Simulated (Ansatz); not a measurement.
Crystal: HfIn4SiO6.

```
Hf In Si O
1.0
     5.33162    0.01593   -0.04837
    -2.57933    4.88198   -0.01914
    -1.51813   -1.22216    9.45525
Hf In Si O
1 4 1 6
Direct
  0.23802 0.06928 0.40279
  0.14547 0.57471 0.87038
  0.52445 0.72220 0.34881
  0.57313 0.31316 0.12096
  0.88250 0.38531 0.56415
  0.88112 0.94770 0.03773
  0.26442 0.40613 0.48868
  0.95713 0.78886 0.48788
  0.83989 0.63938 0.98584
  0.99055 0.00270 0.21370
  0.13665 0.20373 0.97864
  0.56667 0.94684 0.00044
```

The cell was built by a generator and needn't be a form met in nature.

```yaml
Program: Ansatz 0.2.0
Task: relaxation of cell and atoms
Functional: PBE
Dispersion: D3(BJ)-ATM
Potentials_or_basis: Ansatz PAW
Cutoff: "420 eV (not typed: the program's choice for these potentials)"
k_mesh: 4 × 4 × 2
Occupations: fermi-dirac, width 0.05 eV
Spin: no spin polarisation
```

At the start: volume 20.49 Å³/atom.

**Question.** How do energy, volume and symmetry change on relaxing?

**Answer.** It ends after 12 steps and the volume is 19.71 Å³/atom (-3.8 %); space group P1 (No. 1, to 0.05 Å).

The path:
```csv
step,energy change (eV),largest force (eV/Å),volume (Å³)
1,0.0000,0.0362,245.86
2,-0.0429,0.1358,239.58
3,-0.0497,0.1112,237.71
4,-0.0514,0.0536,237.18
5,-0.0523,0.0274,237.23
6,-0.0524,0.0222,237.23
7,-0.0525,0.0113,237.23
8,-0.0525,0.0046,237.23
9,-0.0380,0.0051,237.23
10,-0.0393,0.0141,236.72
11,-0.0397,0.0066,236.56
12,-0.0382,0.0066,236.56
```

Final structure:
```
CELL_PARAMETERS angstrom
5.28972 0.01859 -0.03674
-2.55633 4.80301 -0.00807
-1.48765 -1.17256 9.31012
ATOMIC_POSITIONS crystal
Hf 0.23363 0.06820 0.40630
In 0.15316 0.57693 0.86735
In 0.51683 0.72179 0.34327
In 0.58052 0.31210 0.12494
In 0.87233 0.37717 0.56753
Si 0.88631 0.94896 0.03587
O 0.26138 0.41037 0.49151
O 0.94384 0.78536 0.49107
O 0.84743 0.63725 0.98632
O 0.98681 0.00681 0.21417
O 0.14741 0.20701 0.97640
O 0.57034 0.94805 0.99527
```

Caveat: the plane-wave basis is chosen anew once the cell has moved, so the energies of steps on either side of that aren't comparable; the pressure holds a Pulay correction of +0.3 GPa for the finite cutoff.
